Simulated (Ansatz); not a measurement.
**BeBH₃ (singlet): the correlation ladder at distance B1–Be2 = 5.130 Å, cc-pVDZ**

An exercise on one series of results from a longer session: the logs are not shown, and one member is left open.

The runs use Ansatz 0.2.0, Gaussian basis; cc-pVDZ, core rule «outside noble gas», up to 2 orbitals frozen.

The runs, in order: UHF; CCSD(T) on RHF; CCSD(T) on UHF; BCCD(T) on RHF; CISD; CCSDT(Q) on RHF; CCSDT(Q) on UHF; CASSCF and MRCISD+Q, 2 electrons in 2 orbitals; CASSCF and NEVPT2, 2 electrons in 2 orbitals.

18 further runs of the same task are left out: 4 for a mislabelled method, 10 that didn't finish, 4 set aside as unsound or not needed.

## The geometry

The geometry derives from a PBE0/def2-TZVP stationary point (not a proven minimum). One bond is set to the value named and the two fragments are kept rigid.

5 atoms, charge 0, spin multiplicity 1.

Atoms are counted from 1 here; the program's logs count them from 0.

Bond lengths: B1–H3 1.202 Å, B1–H4 1.202 Å, Be2–H5 1.341 Å. Angles: H3–B1–H4 113.2°.

Set-up of the first run:

Input file in.yaml:

```yaml
crystal:
  periodic: [false, false, false]
  atoms:
    - {symbol: B, position_ang: [0.000000, 0.000000, 2.250662]}
    - {symbol: Be, position_ang: [0.000000, 0.000000, -2.879338]}
    - {symbol: H, position_ang: [0.000000, 1.003181, 2.912518]}
    - {symbol: H, position_ang: [0.000000, -1.003180, 2.912518]}
    - {symbol: H, position_ang: [0.000000, 0.000000, -4.220567]}
basis:
  gaussian: {orbitals: cc-pVDZ}
magnetization: {spin_polarized: true, initial_magnetization: 0}
hamiltonian: {xc: hf}
output: {orbitals: {seedname: orbitals}}
```

Launch:

```bash
ansatz run in.yaml --threads 1 --pin off --events-out ev --progress --plain --max-ram 2393MiB
```

Steps of the session up to this table: UHF; CCSD(T) on RHF; CCSD(T) on UHF; BCCD(T) on RHF; CISD; CCSDT(Q) on RHF; CCSDT(Q) on UHF; CASSCF and MRCISD+Q, 2 electrons in 2 orbitals; CASSCF and NEVPT2, 2 electrons in 2 orbitals.

One table of the session follows, with a row left open; its other results are not shown here.

It belongs to the step «Misses and costs». 

| method | from RCCSDT(Q) (kJ/mol) |
| --- | --- |
| RHF | +649.7 |
| UHF | +334.8 |
| RMP2 | ? |
| UMP2 | +87.8 |
| CISD | +136.4 |
| RCCSD | +45.2 |
| UCCSD | +7.8 |
| RCCSD(T) | -6.4 |
| UCCSD(T) | +3.6 |
| BCCD(T) | -4.5 |
| RCCSDT | +2.7 |
| UCCSDT | +1.7 |
| RCCSDT(Q) | 0 |
| UCCSDT(Q) | +1.5 |
| CASSCF pair | +337.2 |
| NEVPT2 pair | +87.9 |
| MRCISD pair | +22.0 |
| MRCISD+Q pair | -0.8 |

**Question.** Estimate the row for RMP2.

As computed: from RCCSDT(Q) (kJ/mol): +208.9. In the column «from RCCSDT(Q) (kJ/mol)» it lies between CISD (+136.4) and UHF (+334.8).

The program flags RCCSD(T), BCCD(T), RCCSDT(Q), UCCSDT(Q) as in doubt (see the logs), so the zero of the table is itself unsure.

Limits of these values: The determinant is far from a pure spin state, so its energy mixes those of several spin states (harmless only where they are near-degenerate, as at dissociation). The report flags that the cluster equations may have other roots. The program flags RCCSD(T), BCCD(T), RCCSDT(Q), UCCSDT(Q) as in doubt, so the zero of the table is itself unsure. Warnings: restricted reference is unstable; spin contamination; large T1 diagnostic. Restricted and unrestricted rows rest on different reference determinants; where their highest levels disagree by more than a few hundredths of an eV, they describe different states and don't form one ladder.
